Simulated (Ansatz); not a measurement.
**BGeH6P: how energies converge with the basis set**

How large a basis does BGeH6P need? Two functionals are run in growing sets.

The runs use Ansatz 0.2.0, Gaussian basis; one geometry, several basis sets.

Plan: PBE0-D4/def2-SVP; ωB97M-V/def2-SVP; PBE0-D4/def2-QZVPP; ωB97M-V/def2-QZVPP; the functionals' def2-TZVPP values are taken from earlier runs.

## (1) The geometry

The geometry comes from an earlier relaxation with PBE0-D4 in a triple-zeta def2 set; it is a stationary point, not always the lowest conformer.

9 atoms, charge 0, spin multiplicity 1.

Atoms are counted from 1 here; the program's logs count them from 0.

Bond lengths: B1–Ge2 2.049 Å, B1–H4 1.194 Å, B1–H5 1.194 Å, Ge2–P3 2.345 Å, Ge2–H6 1.540 Å, Ge2–H7 1.540 Å, P3–H8 1.421 Å, P3–H9 1.421 Å. Angles: Ge2–B1–H4 120.3°, Ge2–B1–H5 120.8°, H4–B1–H5 118.7°, B1–Ge2–P3 104.4°, B1–Ge2–H6 114.6°, B1–Ge2–H7 113.8°, P3–Ge2–H6 110.2°, P3–Ge2–H7 105.0°, H6–Ge2–H7 108.4°, Ge2–P3–H8 93.3°, Ge2–P3–H9 94.0°, H8–P3–H9 92.9°.

## (2) PBE0-D4 in def2-SVP

The input, in.yaml:

```yaml
crystal:
  periodic: [false, false, false]
  atoms:
    - {symbol: B, position_ang: [-1.039907, 0.725094, -1.239590]}
    - {symbol: Ge, position_ang: [0.683317, 0.243273, -0.241808]}
    - {symbol: P, position_ang: [0.082793, -1.575227, 1.112256]}
    - {symbol: H, position_ang: [-1.367963, 0.108521, -2.207968]}
    - {symbol: H, position_ang: [-1.769026, 1.575633, -0.825947]}
    - {symbol: H, position_ang: [1.264970, 1.379222, 0.620499]}
    - {symbol: H, position_ang: [1.800992, -0.292921, -1.156065]}
    - {symbol: H, position_ang: [1.200163, -1.408859, 1.973495]}
    - {symbol: H, position_ang: [-0.766840, -0.801037, 1.948229]}
basis:
  gaussian: {orbitals: def2-SVP}
hamiltonian: {xc: pbe0, dispersion: d4}
output: {orbitals: {seedname: orbitals}}
```

On the command line:

```bash
ansatz run in.yaml --threads 2 --pin off --events-out ev --progress --plain --max-ram 4352MiB
```

After this run come: ωB97M-V in def2-SVP; PBE0-D4 in def2-QZVPP; ωB97M-V in def2-QZVPP.

Before running them: what should the planned runs give, taken together? Wanted: PBE0-D4: double and triple zeta above quadruple; ωB97M-V: double and triple zeta above quadruple.

The runs gave:

| quantity | value |
| --- | --- |
| PBE0-D4: double and triple zeta above quadruple | 12.72, 1.56 eV |
| ωB97M-V: double and triple zeta above quadruple | 12.77, 1.51 eV |

PBE0-D4 gains 11.16 eV from double to triple zeta, then 1.56 eV more. Total energies overstate the basis error of differences, where much of it tends to cancel.
